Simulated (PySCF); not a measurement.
# BiF3 (Bi(F)3): the cost of one run

Computed with PySCF 2.14.0. Level: TPSS, Bi def2-SVP with ECP60, F def2-SVP; scalar-relativistic core potentials, no spin–orbit coupling.

4 further runs of the same task are left out: 2 for a known fault of the program, 1 that didn't finish, 1 set aside as unsound or not needed.

## 1. Where the work starts

4 atoms, charge 0, spin multiplicity 1.

Bond lengths: Bi1–F2 2.037 Å, Bi1–F3 2.037 Å, Bi1–F4 2.037 Å. Angles: F2–Bi1–F3 97.4°, F2–Bi1–F4 97.4°, F3–Bi1–F4 97.4°.

Coordinates:

```
Bi    0.0000    0.0000    0.4006
F     1.7675    0.0000   -0.6127
F    -0.8838    1.5307   -0.6127
F    -0.8838   -1.5307   -0.6127
```

Formal oxidation states: Bi +3. An earlier session relaxed this geometry at TPSS, Bi def2-SVP with ECP60, F def2-SVP (singlet, point group C3v).

Its energy there is -513.944770 Eh.

## 2. Multiplicity 3 at the relaxed geometry

run.py (the lines that set the calculation)

```python
mol = gto.M(atom='''
Bi     0.00000     0.00000     0.40058
F      1.76752     0.00001    -0.61274
F     -0.88377     1.53071    -0.61274
F     -0.88375    -1.53072    -0.61274''',
    basis={'Bi': 'def2-SVP', 'F': 'def2-SVP'},
    ecp={'Bi': 'def2-SVP'},
    charge=0, spin=2)
mf = dft.UKS(mol, xc='TPSS')
mf.grids.atom_grid = (50, 194)
mf = mf.density_fit()  # fitting sets: Bi def2-universal-JKFIT, F def2-universal-JKFIT
mf.conv_tol = 1e-08; mf.max_cycle = 55
mf.kernel(dm0)  # dm0: free metal ions and neutral atoms
```

Launch:

```sh
> OMP_NUM_THREADS=2 python run.py
```

**Question.** How long does this run take on 2 threads of Arm Neoverse V2, shared host?

About 3.7 s.
